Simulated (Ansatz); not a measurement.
# TiO2: up Jacob's ladder to CCSD(T)

One table from this session's results is given with a row withheld; the runs are named, their logs left out.

Program: Ansatz 0.2.0, Gaussian basis. Level of theory: functionals in def2-TZVPP, the program's frozen cores in correlated methods. These are calculated values, not measurements.

The runs, in order: LDA (SPW92), PBE-D4, revPBE-D4, BLYP-D4, r2SCAN-D4, B97M-V, PBE0-D4, B3LYP-D4, r2SCANh-D4, r2SCAN0-D4, HSE06-D4, BHLYP-D4, CAM-B3LYP-D4, LC-ωPBE, ωB97X-V, ωB97M-V, B2PLYP, PBE-QIDH; CCSD(T)/def2-SVP; CCSD(T)/def2-TZVPP; CCSD(T)/def2-QZVPP; extrapolation to the limit; RPA on PBE.

## The relaxed structure

The geometry comes from an earlier relaxation with PBE0-D4 in a triple-zeta def2 set; it is a stationary point.

SMILES `[O]=[Ti]=[O]`, 3 atoms, charge 0, spin multiplicity 1.

Atoms are counted from 1 here; the program's logs count them from 0.

Bond lengths: O1–Ti2 1.628 Å, Ti2–O3 1.628 Å. Angles: O1–Ti2–O3 111.8°.

As a file:

| atom | x (Å) | y (Å) | z (Å) |
| --- | --- | --- | --- |
| O1 | 0.9210 | 0.9288 | 0.4446 |
| Ti2 | 0.1350 | -0.4920 | 0.3316 |
| O3 | -1.0561 | -0.4368 | -0.7762 |

The first run:

The input, in.yaml:

```yaml
crystal:
  periodic: [false, false, false]
  atoms:
    - {symbol: O, position_ang: [0.921040, 0.928763, 0.444583]}
    - {symbol: Ti, position_ang: [0.135007, -0.491960, 0.331645]}
    - {symbol: O, position_ang: [-1.056057, -0.436813, -0.776228]}
basis:
  gaussian: {orbitals: def2-TZVPP}
hamiltonian: {xc: lda}
output: {orbitals: {seedname: orbitals}}
```

Steps of the session up to this table: LDA; PBE-D4 (GGA); revPBE-D4 (GGA); BLYP-D4 (GGA); r2SCAN-D4 (meta-GGA); B97M-V (meta-GGA); PBE0-D4 (hybrid); B3LYP-D4 (hybrid); r2SCANh-D4 (hybrid); r2SCAN0-D4 (hybrid); HSE06-D4 (hybrid); BHLYP-D4 (hybrid); CAM-B3LYP-D4 (range-separated); LC-ωPBE-D4 (range-separated; the results give it without D4); ωB97X-V (range-separated); ωB97M-V (range-separated); B2PLYP (double hybrid); PBE-QIDH (double hybrid).

One table of the session follows, with a row left open; its other results are not shown here.

It belongs to the step «Orbital energies across the functionals». 

```
  functional  HOMO (eV)  LUMO (eV)  gap (eV)
 LDA (SPW92)      -6.00      -3.64      2.36
      PBE-D4      -5.76      -3.49      2.26
   revPBE-D4      -5.67      -3.40      2.26
     BLYP-D4      -5.70      -3.60      2.10
   r2SCAN-D4          ?          ?         ?
      B97M-V      -6.10      -3.32      2.78
     PBE0-D4      -7.28      -2.83      4.45
    B3LYP-D4      -7.08      -3.22      3.86
  r2SCANh-D4      -6.60      -2.81      3.79
  r2SCAN0-D4      -7.49      -2.53      4.96
    HSE06-D4      -6.88      -3.19      3.69
    BHLYP-D4      -8.81      -2.54      6.27
CAM-B3LYP-D4      -8.77      -2.23      6.54
     LC-ωPBE      -9.99      -0.97      9.03
     ωB97X-V      -9.68      -1.11      8.57
     ωB97M-V      -9.66      -1.68      7.98
```

**Question.** Estimate the row for r2SCAN-D4.

Worked estimate for «HOMO (eV)». Against the share of exact exchange, r2SCANh-D4 (0.1, -6.60), r2SCAN0-D4 (0.25, -7.49) give a slope of -5.93 per unit share; at 0 the line stands at -6.01.

**Answer.** HOMO (eV): -6.02; LUMO (eV): -3.03; gap (eV): 2.99. In «HOMO (eV)» the line misses by +0.01.
